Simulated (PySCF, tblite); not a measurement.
# C₅H₈O₂Se+ (doublet): geometry, infrared bands and EPR parameters

Aim: predict the infrared bands and EPR parameters of C₅H₈O₂Se+ (doublet) (`CO[C@@H]1OC=C[C@H]1[SeH+]`).

Computed with tblite 0.8.0 and PySCF 2.14.0, with density-fitted response routines of our own, on a single molecule in the gas phase. Atoms are numbered from 0 throughout.

## (1) The molecule as given

16 atoms, charge 1, multiplicity 2; geometry from: force field or distance geometry start.

Bonds of the start (Å): C0–O1 1.42, O1–C2 1.40, C2–O3 1.41, O3–C4 1.38, C4–C5 1.33, C5–C6 1.50, C6–Se7 1.95, C6–C2 1.55, C0–H8 1.11, C0–H9 1.10, C0–H10 1.11, C2–H11 1.11, C4–H12 1.08, C5–H13 1.07, C6–H14 1.10, Se7–H15 1.55.

## (2) Relaxing the molecule with GFN2-xTB

What the job is given:

```
{"job": {"kind": "relax", "xc": "GFN2-xTB", "basis": "xTB"}, "charge": 1, "multiplicity": 2}
C      2.566200     0.031300     0.323000
O      1.456000    -0.316700    -0.498200
C      0.283100     0.236900     0.039800
O     -0.163600    -0.496200     1.159200
C     -1.403600    -1.071200     0.952500
C     -1.861800    -0.775000    -0.255700
C     -0.874900     0.081400    -0.985800
Se    -1.686000     1.794000    -1.451500
H      2.742000     1.128400     0.295000
H      3.462000    -0.465500    -0.067200
H      2.413800    -0.310100     1.371500
H      0.397600     1.309600     0.316800
H     -1.933000    -1.676600     1.678700
H     -2.802600    -1.112900    -0.648500
H     -0.543600    -0.433700    -1.903100
H     -2.059100     2.085200     0.021100
```

Run with:

```bash
$ OMP_NUM_THREADS=1 python probes_run.py task.json out
```

The driver reads the jobs from task.json and runs them one after another.

The log of the run:

```text
step      E/eV     max force
  0    -695.83216    1.753
  1    -695.99162    0.835
  2    -696.07490    0.763
  3    -696.10093    0.445
  4    -696.12613    0.396
  5    -696.14982    0.391
  6    -696.16294    0.292
  7    -696.17140    0.275
  8    -696.17713    0.191
  9    -696.18077    0.165
 10    -696.18436    0.208
 11    -696.18807    0.256
 12    -696.19135    0.209
 13    -696.19397    0.129
 14    -696.19615    0.111
 15    -696.19825    0.146
 16    -696.20044    0.157
 17    -696.20256    0.154
 18    -696.20439    0.145
 19    -696.20577    0.088
 20    -696.20673    0.088
 21    -696.20756    0.087
 22    -696.20851    0.111
 23    -696.20952    0.104
 24    -696.21048    0.079
 25    -696.21137    0.070
 26    -696.21234    0.091
 27    -696.21346    0.087
 28    -696.21444    0.079
 29    -696.21495    0.043
 30    -696.21520    0.038
 31    -696.21541    0.042
 32    -696.21564    0.053
 33    -696.21583    0.045
 34    -696.21596    0.026
 35    -696.21606    0.028
 36    -696.21619    0.035
 37    -696.21636    0.043
 38    -696.21659    0.047
 39    -696.21690    0.047
 40    -696.21726    0.048
 41    -696.21762    0.056
 42    -696.21790    0.045
 43    -696.21806    0.030
 44    -696.21816    0.029
 45    -696.21825    0.027
 46    -696.21835    0.025
 47    -696.21849    0.031
 48    -696.21866    0.030
 49    -696.21881    0.028
 50    -696.21890    0.019
 51    -696.21894    0.015
 52    -696.21897    0.014
 53    -696.21900    0.014
 54    -696.21903    0.018
 55    -696.21906    0.020
 56    -696.21908    0.018
 57    -696.21911    0.014
 58    -696.21914    0.016
 59    -696.21917    0.014
 60    -696.21920    0.011
 61    -696.21923    0.015
 62    -696.21927    0.017
 63    -696.21933    0.022
 64    -696.21940    0.021
 65    -696.21947    0.019
 66    -696.21954    0.019
 67    -696.21962    0.019
 68    -696.21968    0.020
 69    -696.21973    0.014
 70    -696.21976    0.016
 71    -696.21980    0.019
 72    -696.21985    0.018
 73    -696.21990    0.018
 74    -696.21994    0.019
 75    -696.21997    0.017
 76    -696.22001    0.013
 77    -696.22004    0.011
 78    -696.22007    0.011
 79    -696.22008    0.009
```

Wall time 0.46 s (1 thread of Arm Neoverse V2, shared host).

The steps of the relaxation: (not every step is listed)

| step | energy from step 0 (eV) | largest force (eV/Å) |
| --- | --- | --- |
| 0 | 0.0000 | 1.7532 |
| 1 | -0.1595 | 0.8350 |
| 2 | -0.2427 | 0.7627 |
| 3 | -0.2688 | 0.4451 |
| 4 | -0.2940 | 0.3960 |
| 5 | -0.3177 | 0.3914 |
| 6 | -0.3308 | 0.2916 |
| 7 | -0.3392 | 0.2749 |
| 8 | -0.3450 | 0.1910 |
| 14 | -0.3640 | 0.1111 |
| 20 | -0.3746 | 0.0878 |
| 26 | -0.3802 | 0.0906 |
| 32 | -0.3835 | 0.0530 |
| 38 | -0.3844 | 0.0472 |
| 44 | -0.3860 | 0.0295 |
| 50 | -0.3867 | 0.0188 |
| 56 | -0.3869 | 0.0183 |
| 62 | -0.3871 | 0.0170 |
| 68 | -0.3875 | 0.0202 |
| 74 | -0.3878 | 0.0191 |
| 75 | -0.3878 | 0.0173 |
| 76 | -0.3878 | 0.0134 |
| 77 | -0.3879 | 0.0108 |
| 78 | -0.3879 | 0.0108 |
| 79 | -0.3879 | 0.0086 |

Distances of close pairs at the start and the end, largest changes first:

| bond | before (Å) | after (Å) | change (Å) |
| --- | --- | --- | --- |
| Se7–H15 | 1.547 | 1.460 | -0.087 |
| O3–C4 | 1.382 | 1.317 | -0.065 |
| C6–Se7 | 1.951 | 1.998 | +0.047 |
| O1–C2 | 1.404 | 1.367 | -0.037 |
| C2–O3 | 1.411 | 1.447 | +0.036 |
| C4–C5 | 1.326 | 1.358 | +0.032 |
| C0–H10 | 1.113 | 1.093 | -0.020 |
| C0–H8 | 1.111 | 1.094 | -0.018 |

The next job starts from the end point, and lists it.

## (3) Infrared spectrum with GFN2-xTB

What the job is given:

```
{"job": {"kind": "ir", "xc": "GFN2-xTB", "basis": "xTB"}, "charge": 1, "multiplicity": 2}
C      2.595774    -0.048062     0.337268
O      1.384785    -0.353077    -0.341205
C      0.257686     0.296600     0.078288
O     -0.268652    -0.357584     1.256886
C     -1.387236    -0.984775     0.955052
C     -1.817573    -0.783414    -0.316749
C     -0.850113     0.118265    -0.985866
Se    -1.940295     1.729566    -1.443088
H      2.790500     1.027917     0.321294
H      3.373564    -0.582907    -0.202710
H      2.565157    -0.398436     1.372050
H      0.461325     1.342576     0.362715
H     -1.807111    -1.616111     1.722453
H     -2.682520    -1.213356    -0.783994
H     -0.429272    -0.248551    -1.923867
H     -2.253619     2.080292    -0.060891
```

The log of the run:

```text
mode    cm-1     km/mol
  1      37.8      0.89
  2      90.9      7.25
  3     142.1      1.59
  4     156.4      8.53
  5     180.6      6.81
  6     227.5      6.58
  7     238.2     11.48
  8     355.5      5.56
  9     406.0     36.34
 10     530.5     12.50
 11     587.0     16.73
 12     707.9     19.45
 13     740.3      9.83
 14     745.7      8.29
 15     788.8     10.18
 16     842.5     10.90
 17     877.9     15.71
 18     963.2     20.11
 19     988.5     33.97
 20    1023.3      2.35
 21    1057.5     31.79
 22    1075.1      3.79
 23    1091.5     16.07
 24    1100.5     13.15
 25    1128.9      9.84
 26    1159.1     40.63
 27    1168.8     18.87
 28    1201.9      1.01
 29    1282.8     10.14
 30    1300.0     32.21
 31    1384.7     25.11
 32    1420.2     77.20
 33    1434.2     46.63
 34    1470.1    306.68
 35    1994.9    219.65
 36    2839.9     15.92
 37    2953.6      8.39
 38    2960.6     27.65
 39    2960.9     20.07
 40    3040.2     19.87
 41    3102.6     36.15
 42    3158.3     23.22
```

Wall time 0.47 s (1 thread of Arm Neoverse V2, shared host).

The strongest bands and the atoms that carry them (share of the mass-weighted mode):

| cm⁻¹ | km/mol | atoms |
| --- | --- | --- |
| 406 | 36.3 | O1 18 %, C5 16 %, C0 14 % |
| 988 | 34.0 | C0 30 %, O1 22 %, C2 22 %, H9 11 % |
| 1159 | 40.6 | O1 20 %, C2 17 %, H12 15 %, O3 12 % |
| 1420 | 77.2 | H8 42 %, H9 34 %, H10 14 % |
| 1434 | 46.6 | H10 45 %, H8 25 %, H9 23 % |
| 1470 | 306.7 | C4 45 %, C5 38 % |
| 1995 | 219.7 | H15 99 % |
| 3103 | 36.1 | H12 91 % |

## (4) EPR parameters: B3LYP/def2-TZVP-core+pcH-1

Same as in step 3 but for these lines:

```diff
@@ -1,2 +1,2 @@
-{"job": {"kind": "ir", "xc": "GFN2-xTB", "basis": "xTB"}, "charge": 1, "multiplicity": 2}
+{"job": {"kind": "epr", "basis": "pcH-1"}, "charge": 1, "multiplicity": 2}
 C      2.595774    -0.048062     0.337268
```

Level: UKS B3LYP, def2-TZVP-core on Se, pcH-1 on C H O, non-relativistic, mean-field spin-orbit, GIAO.

The log of the run:

```text
UKS, coarse grid
  cycle   1  E = -2746.93511007  |g| = 1.56e+00
  cycle   2  E = -2746.33843675  |g| = 1.40e+00
  cycle   3  E = -2746.70185987  |g| = 9.77e-01
  cycle   4  E = -2747.06117585  |g| = 2.13e-01
  cycle   5  E = -2747.04624029  |g| = 2.36e-01
  cycle   6  E = -2747.08181564  |g| = 7.42e-02
  cycle   7  E = -2747.08419712  |g| = 2.02e-02
  cycle   8  E = -2747.08440097  |g| = 1.53e-02
  cycle   9  E = -2747.08451823  |g| = 7.85e-03
  cycle  10  E = -2747.08456375  |g| = 3.26e-03
  cycle  11  E = -2747.08457040  |g| = 1.78e-03
  cycle  12  E = -2747.08457067  |g| = 8.52e-04
UKS, final grid
  cycle   1  E = -2747.08465041  |g| = 1.75e-03
  cycle   2  E = -2747.08464088  |g| = 4.73e-03
  cycle   3  E = -2747.08465213  |g| = 2.60e-04
  cycle   4  E = -2747.08465216  |g| = 1.72e-04
  cycle   5  E = -2747.08465218  |g| = 7.44e-05
  cycle   6  E = -2747.08465218  |g| = 3.36e-05
  cycle   7  E = -2747.08465218  |g| = 1.36e-05
E = -2747.08465218 Eh   <S^2> = 0.7548 (exact 0.7500)
g shifts (ppm)      1          2          3
  rmc          -238       -238       -238
  gc             27         25         25
  oz_so       -8399      11279      53992
  total       -8556      11084      53816
hyperfine (MHz)  atom isotope    a_iso     a_fc   dipolar eigenvalues
    0   13C       0.14       0.16     -0.32     -0.13      0.45
    1   17O       0.94       0.86     -7.00      3.28      3.72
    2   13C      -5.13      -5.23     -1.53      0.39      1.13
    3   17O     -19.35     -19.38    -63.74     31.62     32.12
    4   13C      -2.50      -2.62    -15.39    -13.33     28.72
    5   13C      35.42      35.34    -29.15    -27.20     56.35
    6   13C     -14.69     -15.27     -2.19     -0.81      3.00
    7  77Se      -5.05     -15.16   -211.16   -189.34    400.50
    8    1H       0.51       0.51     -0.80     -0.62      1.42
    9    1H       0.85       0.85     -0.68     -0.62      1.31
   10    1H       2.71       2.71     -1.12     -0.96      2.08
   11    1H      11.68      11.72     -2.97      0.01      2.96
   12    1H     -10.99     -11.02     -7.71     -3.44     11.14
   13    1H     -22.07     -22.10    -13.01     -2.88     15.90
   14    1H      29.04      29.02     -3.29     -0.64      3.93
   15    1H     -13.44     -14.14     -6.96      0.70      6.26
```

It took 3.9 min on 1 thread of Arm Neoverse V2, shared host; peak memory 1.5 GiB.

Principal g values 1.99376, 2.01340, 2.05613; g(iso) = 2.02110, against 2.00232 for a free electron.

Hyperfine couplings; where a row names several nuclei, a(iso) is their mean (it holds for fast rotation or exchange) and the dipolar term the largest among them:

| nuclei | isotope | a(iso) (MHz) | a(iso) (G, at g = 2.0023) | largest dipolar term (MHz) |
| --- | --- | --- | --- | --- |
| C5 | 13C | 35.4 | 12.6 | 56.3 |
| H14 | 1H | 29.0 | 10.4 | 3.9 |
| H13 | 1H | -22.1 | -7.9 | 15.9 |
| O3 | 17O | -19.3 | -6.9 | -63.7 |
| C6 | 13C | -14.7 | -5.2 | 3.0 |
| H15 | 1H | -13.4 | -4.8 | -7.0 |
| H11 | 1H | 11.7 | 4.2 | -3.0 |
| H12 | 1H | -11.0 | -3.9 | 11.1 |
| C2 | 13C | -5.1 | -1.8 | -1.5 |
| Se7 | 77Se | -5.0 | -1.8 | 400.5 |
| C4 | 13C | -2.5 | -0.9 | 28.7 |
| H8, H9, H10 | 1H | 1.4 | 0.5 | 2.1 |
| O1 | 17O | 0.9 | 0.3 | -7.0 |
| C0 | 13C | 0.1 | 0.1 | 0.4 |

Mulliken spin populations:

C0 0.00; O1 0.02; C2 0.00; O3 0.17; C4 0.15; C5 0.31; C6 -0.03; Se7 0.40; H8 0.00; H9 0.00; H10 0.00; H11 0.01; H12 -0.01; H13 -0.01; H14 0.01; H15 -0.01

In first order the couplings over 0.8 MHz of 1H give 124 distinct lines over 32.6 G, if the averaged nuclei exchange fast.

The fields below are evaluated on a grid from the run's orbitals.

ELF in a plane through or near 6 of the atoms.

Ten even steps from '0' (0.00) to '9' (1.00):
```
0000000000000000000000000000
0000000000000000000000000000
0000000000000000000000000000
0000000000000002799400000000
0000000000000004999910000000
0000000110001104999700000000
0000028991016644467200000000
0000059994006877516300000000
0000049995003775488631000000
0000014654234461035531000000
0000015654142645232210000000
0000059993037765442233200000
0000179991015412552277630000
0000038970001003626548751000
0000000100000017835448740000
0000000000000037984577620000
0000000000000026888764200000
0000000000000001354320000000
0000000000000000000000000000
0000000000000000000000000000
```
The map spans 11.8 Å across and 10.1 Å up, centred on the molecule. Atoms in the plane (x, y in Å): C2 (-0.3, -0.2), C4 (1.2, 1.5), Se7 (2.1, -2.1), H8 (-2.8, -0.9), H10 (-2.7, 0.9), H12 (1.5, 2.5).

On the surface of density 0.002 e/bohr³ the electrostatic potential runs, from the 1st to the 99th percentile, from 2.70 V near O1 to 5.67 V near H15.

The spin density lies nearest to Se7 33 %; C5 23 %; O3 16 %; C4 13 %.

## (5) What came out

```
                                 quantity                  value
strongest single infrared mode (GFN2-xTB)  1470 cm⁻¹, 307 km/mol
             zero-point energy (GFN2-xTB)          72.8 kcal/mol
                           g(iso) (B3LYP)                2.02110
                                     ⟨S²⟩     0.755 (exact 0.75)
       largest a(iso) (averaged by class)    13C on C5, 35.4 MHz
```

What this shows: The optimisation took 79 steps and gained 0.388 eV; among the close pairs (by a distance rule), Se7–H15 changed most, from 1.547 to 1.460 Å. No mode is imaginary among the 42: a minimum at this level. The strongest single mode, at 1470 cm⁻¹, moves mainly C4 and C5. GFN2-xTB is a fitted tight-binding method: band positions and strengths are rough. Its intensities can rank the bands wrongly. The largest spin populations lie on Se7 (0.40 e), C5 (0.31 e). The isotropic g lies 18.8 ppt above the free-electron value. The hyperfine terms hold no scalar relativity, which the heavier nuclei need.
